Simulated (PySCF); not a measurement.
AlH3, in a box:

```xyz
4
Lattice="12.0000 0.0000 0.0000 0.0000 11.0000 0.0000 0.0000 0.0000 12.0000" Properties=species:S:1:pos:R:3 pbc="T T T"
Al    6.3453    5.5628    6.0868
H     6.8745    6.2735    7.3902
H     4.9556    4.8218    6.2127
H     7.0578    5.7234    4.7305
```

The cell isn't the ideal one: atoms moved at random, drawn with an rms of 0.05 Å.

Base run:

| Item | Value |
| --- | --- |
| Program | PySCF 2.14.0 |
| Functional | PBE |
| Potentials or basis | cc-pvdz (all-electron) |
| k mesh | 1 × 1 × 1 |
| Occupations | fixed |
| Spin | no spin polarisation |

Its results: gap between the frontier levels 4.63 eV.

After a change of settings the same cell gave: gap between the frontier levels 8.47 eV. Which change was it?
A. functional from PBE to LC-wPBE; dispersion from none to D3(BJ)
B. functional from PBE to B3LYP; dispersion from none to D3
C. functional from PBE to B97-D; dispersion from none to D3(BJ)
D. functional from PBE to M06-2X

D.

M06-2X gives the wider gap, since exact exchange removes part of the self-interaction.

Caveats: this is a molecule in a periodic box at the Γ point, so its band gap is the HOMO-LUMO gap; the basis of atomic orbitals isn't converged, which shifts pressures, moduli and gaps.
